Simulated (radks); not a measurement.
# Ir⁴⁺ in [Kr] 4d10 4f14 5s1.75 5p6 5d5.25: an all-electron calculation

Wanted: eigenvalues, radial structure and energy terms of the iridium ion Ir4+.

The numbers are computed with radks (a radial shooting solver on a logarithmic mesh, Libxc functionals) version 1 (scalar-relativistic Kohn-Sham, PBE, spin-polarised, spherical densities, finite nucleus; open shells are filled with parallel spins first), except any that are marked as measured or tabulated.

## Step 1: The atom as given

| Property | Result |
| --- | --- |
| element | iridium (Z = 77) |
| charge | +4 |
| electrons | 73 |
| configuration | [Kr] 4d10 4f14 5s1.75 5p6 5d5.25 |
| nuclear rms radius | 5.4032 fm |

## Step 2: Self-consistent calculation

Settings of this run:

```text
Z 77
configuration [Kr] 4d10 4f14 5s1.75 5p6 5d5.25 6s0 6p0
relativity scalar-relativistic
functional pbe,pbe
spin polarised
nucleus finite rms 5.4032 fm
c 137.035999084
```

Started as:

```bash
$ python run_ks.py task.json out
```

All runs below come from this command, one after another.

**Question.** What will this run give?

As calculated:

```
                        quantity                     value
                    total energy       -17819.6931 hartree
exchange-correlation share of it                    1.93 %
                            −T/E                    1.1113
          highest occupied level       5d down, -48.350 eV
    most extended occupied level  5d down, <r> = 1.48 bohr
 radius at density 0.001 e/bohr³                 3.15 bohr
    maxima of the radial density                         4
```

5 principal shells are occupied and 4 maxima appear in the radial density; where shells overlap, one shows as a shoulder or not at all. −T/E is 1.111: with relativity the kinetic term as defined here no longer equals −E. This is not the tabulated ground configuration, so its levels and sizes aren't those of the ground state, and no measured value stands beside it.
